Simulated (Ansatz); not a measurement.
# Sr6Li: the cost of one run

Computed with Ansatz 0.2.0 (DFT PBE, scalar-relativistic, plane waves, PAW, unless a step's input says otherwise).

## (1) Starting point

The structure is cubic, space group Pm-3m (No. 221). Conventional cell: a = 5.638 Å, b = 5.638 Å, c = 5.638 Å, α = 90.00°, β = 90.00°, γ = 90.00°. Li (site symmetry m-3m) has 24 Sr at 4.14 Å as nearest neighbours. Sr (site symmetry 4mm) is surrounded by 5 Sr at 2.25 to 2.39 Å.

As a file:

```
CELL_PARAMETERS angstrom
5.63832 0.00000 0.00000
0.00000 5.63832 0.00000
0.00000 0.00000 5.63832
ATOMIC_POSITIONS crystal
Li 0.00000 0.00000 0.00000
Sr 0.80012 0.50000 0.50000
Sr 0.19988 0.50000 0.50000
Sr 0.50000 0.50000 0.80012
Sr 0.50000 0.50000 0.19988
Sr 0.50000 0.19988 0.50000
Sr 0.50000 0.80012 0.50000
```

A structure generator made this guess: species swapped into a database cell of LaB6 (Pm-3m, No. 221), with Li on the La sites and Sr on the B sites. Lengths come from tabulated atomic sizes and are only a guess.

## (2) Probe: one point on a coarse mesh

The input, input.yaml:

```yaml
crystal:
  lattice:
    - [5.63832298, 0.0, 0.0]
    - [0.0, 5.63832298, 0.0]
    - [0.0, 0.0, 5.63832298]
  atoms:
    - { symbol: Li, position: [0.0, 0.0, 0.0] }
    - { symbol: Sr, position: [0.80012184, 0.5, 0.5] }
    - { symbol: Sr, position: [0.19987816, 0.5, 0.5] }
    - { symbol: Sr, position: [0.5, 0.5, 0.80012184] }
    - { symbol: Sr, position: [0.5, 0.5, 0.19987816] }
    - { symbol: Sr, position: [0.5, 0.19987816, 0.5] }
    - { symbol: Sr, position: [0.5, 0.80012184, 0.5] }
basis:
  ecutwfc: 420
kpoints:
  mp_grid: { grid: [4, 4, 4] }
hamiltonian:
  xc: pbe
scf:
  occupations: { method: gaussian, width: 0.1 }
  lower_state_search: "off"
output:
  forces: true
  stress: true
  eigenvalues: true
```

Launch:

```console
$ ansatz run input.yaml --threads 1 --pin off --max-ram 2048MiB --backend cpu --events-out ev --progress --plain --runs-dir out
```

What time and memory should one allow on 1 thread of Arm Neoverse V2, shared host?

About 5.6 s, with a peak of 0.38 GiB.
